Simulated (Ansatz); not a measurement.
# C2HBClFS: basis-set convergence

How large a basis does C2HBClFS need? Two functionals are run in growing sets.

Method: one geometry, several basis sets; program: Ansatz 0.2.0, Gaussian basis.

Plan: PBE0-D4/def2-SVP; ωB97M-V/def2-SVP; PBE0-D4/def2-QZVPP; ωB97M-V/def2-QZVPP; the functionals' def2-TZVPP values are taken from earlier runs.

## (1) Structure used throughout

All runs share one geometry, relaxed beforehand with PBE0-D4 in a triple-zeta def2 set.

SMILES `FB1C(S)=C1Cl`, 7 atoms, charge 0, spin multiplicity 1.

Atoms are counted from 1 here; the program's logs count them from 0.

Bond lengths: F1–B2 1.312 Å, B2–C3 1.487 Å, B2–C5 1.455 Å, C3–S4 1.705 Å, C3–C5 1.361 Å, S4–H7 1.343 Å, C5–Cl6 1.689 Å. Angles: F1–B2–C3 150.2°, F1–B2–C5 154.6°, C3–B2–C5 55.1°, B2–C3–S4 161.1°, B2–C3–C5 61.3°, S4–C3–C5 137.6°, C3–S4–H7 96.7°, B2–C5–C3 63.6°, B2–C5–Cl6 159.4°, C3–C5–Cl6 137.0°.

## (2) PBE0-D4 in def2-SVP

in.yaml

```yaml
crystal:
  periodic: [false, false, false]
  atoms:
    - {symbol: F, position_ang: [-0.662055, -1.949223, 1.349788]}
    - {symbol: B, position_ang: [-0.359501, -0.781521, 0.834925]}
    - {symbol: C, position_ang: [0.115877, 0.040346, -0.308910]}
    - {symbol: S, position_ang: [0.683942, 0.475687, -1.856529]}
    - {symbol: C, position_ang: [-0.206289, 0.665006, 0.856945]}
    - {symbol: Cl, position_ang: [-0.227640, 2.248248, 1.443994]}
    - {symbol: H, position_ang: [0.716966, -0.766543, -2.365915]}
basis:
  gaussian: {orbitals: def2-SVP}
hamiltonian: {xc: pbe0, dispersion: d4}
output: {orbitals: {seedname: orbitals}}
```

The runs that follow: ωB97M-V in def2-SVP; PBE0-D4 in def2-QZVPP; ωB97M-V in def2-QZVPP.

Before running them: what should the planned runs give, taken together? Wanted: PBE0-D4: double and triple zeta above quadruple; ωB97M-V: double and triple zeta above quadruple.

The runs gave:

| quantity | value |
| --- | --- |
| PBE0-D4: double and triple zeta above quadruple | 15.37, 0.98 eV |
| ωB97M-V: double and triple zeta above quadruple | 15.36, 0.91 eV |

PBE0-D4 gains 14.40 eV from double to triple zeta, then 0.98 eV more. Total energies overstate the basis error of differences, where much of it tends to cancel. The LUMO of ωB97M-V is positive and keeps falling with the basis (1.97 to 1.11 eV): an unbound level that the basis holds in place.
